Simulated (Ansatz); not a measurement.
# Cl2H2S2Si: one species, many methods

The task here is to estimate one member of a computed series from the others.

Computed with Ansatz 0.2.0, Gaussian basis. Level: functionals in def2-TZVPP, the program's frozen cores in correlated methods.

Levels to be run: PBE-D4, r2SCAN-D4, PBE0-D4, B3LYP-D4, ωB97X-V, ωB97M-V, B2PLYP; CCSD(T)/def2-TZVPP; CCSD(T)/def2-QZVPP; extrapolation to the limit.

## The geometry

All runs share one geometry, relaxed beforehand with PBE0-D4 in a triple-zeta def2 set.

7 atoms, charge 0, spin multiplicity 1.

Atoms are counted from 1 here; the program's logs count them from 0.

Bond lengths: S1–Si2 2.109 Å, S1–H6 1.346 Å, Si2–S3 2.113 Å, Si2–Cl4 2.045 Å, Si2–Cl5 2.039 Å, S3–H7 1.345 Å. Angles: Si2–S1–H6 93.0°, S1–Si2–S3 108.6°, S1–Si2–Cl4 113.2°, S1–Si2–Cl5 105.3°, S3–Si2–Cl4 109.2°, S3–Si2–Cl5 113.1°, Cl4–Si2–Cl5 107.3°, Si2–S3–H7 94.0°.

Set-up of the first run:

in.yaml

```yaml
crystal:
  periodic: [false, false, false]
  atoms:
    - {symbol: S, position_ang: [-1.995582, 0.316381, 0.567288]}
    - {symbol: Si, position_ang: [0.054663, 0.388011, 0.076816]}
    - {symbol: S, position_ang: [0.921631, -1.486415, 0.522157]}
    - {symbol: Cl, position_ang: [0.399139, 0.838892, -1.887382]}
    - {symbol: Cl, position_ang: [0.822646, 1.911473, 1.192837]}
    - {symbol: H, position_ang: [-2.230417, -0.714833, -0.264685]}
    - {symbol: H, position_ang: [2.027911, -1.253511, -0.207031]}
basis:
  gaussian: {orbitals: def2-TZVPP}
hamiltonian: {xc: pbe, dispersion: d4}
output: {forces: true, orbitals: {seedname: orbitals}}
```

Run with:

```bash
ansatz run in.yaml --threads 2 --pin off --events-out ev --progress --plain --max-ram 22528MiB --backend cpu
```

Among the steps run: PBE-D4 (GGA); r2SCAN-D4 (meta-GGA); PBE0-D4 (hybrid); B3LYP-D4 (hybrid); ωB97X-V (range-separated); ωB97M-V (range-separated); B2PLYP (double hybrid); CCSD(T) in def2-TZVPP; CCSD(T) in def2-QZVPP.

One table of the session follows, with a row left open; its other results are not shown here.

| method | atomisation energy (kcal/mol) |
| --- | --- |
| PBE-D4 | 532.4 |
| r2SCAN-D4 | 529.2 |
| PBE0-D4 | 524.9 |
| B3LYP-D4 | 514.4 |
| ωB97X-V | ? |
| ωB97M-V | 530.0 |
| B2PLYP | 507.9 |
| HF/def2-TZVPP | 368.8 |
| MP2/def2-TZVPP | 519.9 |
| CCSD/def2-TZVPP | 490.1 |
| CCSD(T)/def2-TZVPP | 502.3 |
| MP2/CBS | 542.1 |
| CCSD(T)/CBS | 526.5 |

Q: Estimate the row for ωB97X-V from the others.

As computed: atomisation energy (kcal/mol): 528.9. In the column «atomisation energy (kcal/mol)» it lies between CCSD(T)/CBS (526.5) and r2SCAN-D4 (529.2).
